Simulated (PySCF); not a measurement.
# AlH3O3: the cost of one run

The runs use PySCF 2.14.0; levels as typed in each script, gas phase, geometry from GFN2-xTB.

## Step 1: The system as given

SMILES `O[Al](O)O`, 7 atoms, charge 0, spin multiplicity 1.

Bond lengths: O1–Al2 1.659 Å, O1–H5 0.947 Å, Al2–O3 1.659 Å, Al2–O4 1.659 Å, O3–H6 0.947 Å, O4–H7 0.947 Å. Angles: Al2–O1–H5 135.6°, O1–Al2–O3 120.0°, O1–Al2–O4 120.0°, O3–Al2–O4 120.0°, Al2–O3–H6 135.6°, Al2–O4–H7 135.6°.

Geometry (Å):

```xyz
7

O    -0.5710   -1.5580    0.0000
Al    0.0000    0.0000    0.0000
O     1.6348    0.2845    0.0000
O    -1.0637    1.2735    0.0000
H    -0.1820   -2.4214    0.0000
H     2.1880    1.0531    0.0000
H    -2.0060    1.3683    0.0000
```

## Step 2: Density, bond paths and surface potential (wB97X/def2-tzvp)

Contents of input.py:

```python
import numpy as np
from pyscf import gto, scf, dft
from pyscf.scf import atom_ks, atom_hf
from scipy.linalg import block_diag

def solve(mol, dm0=None, hcore=None):
    mf = (dft.UKS if mol.spin else dft.RKS)(mol, xc='wb97x')
    mf.grids.level = 3
    mf = mf.density_fit(auxbasis='def2-universal-jkfit')
    mf.conv_tol, mf.max_cycle = 1e-8, 80
    if hcore is not None:
        mf.get_hcore = lambda *args: hcore
    mf.kernel(dm0)
    if not mf.converged:
        mf = mf.newton().run(mf.mo_coeff, mf.mo_occ, max_cycle=30)
    assert mf.converged, 'SCF not converged'
    return mf

mol = gto.M(atom='''
O     -0.57103    -1.55798     0.00000
Al    -0.00002     0.00000     0.00000
O      1.63478     0.28446     0.00000
O     -1.06373     1.27352     0.00000
H     -0.18197    -2.42137     0.00000
H      2.18797     1.05309     0.00000
H     -2.00597     1.36828     0.00000
''', basis='def2-tzvp', charge=0, spin=0, verbose=4)
mf = solve(mol)
mf.analyze()
# spherically averaged free atoms, for the promolecule
atm = atom_ks.get_atm_nrks(mol, xc='wb97x')
pro = block_diag(*[(atm[a[0]][2] * atm[a[0]][3]) @ atm[a[0]][2].T for a in mol._atom])
np.savez('result.npz', e=mf.e_tot, c=mf.mo_coeff, occ=mf.mo_occ, eps=mf.mo_energy, pro=pro, dip=mf.dip_moment(verbose=0), s2=mf.spin_square()[0])
```

Launch:

```
$ OMP_NUM_THREADS=1 python input.py
```

**Question.** How long does this run take on 1 thread of Arm Neoverse N1, shared host, and how much memory does it need?

About 25 s, with a peak of 0.55 GiB.
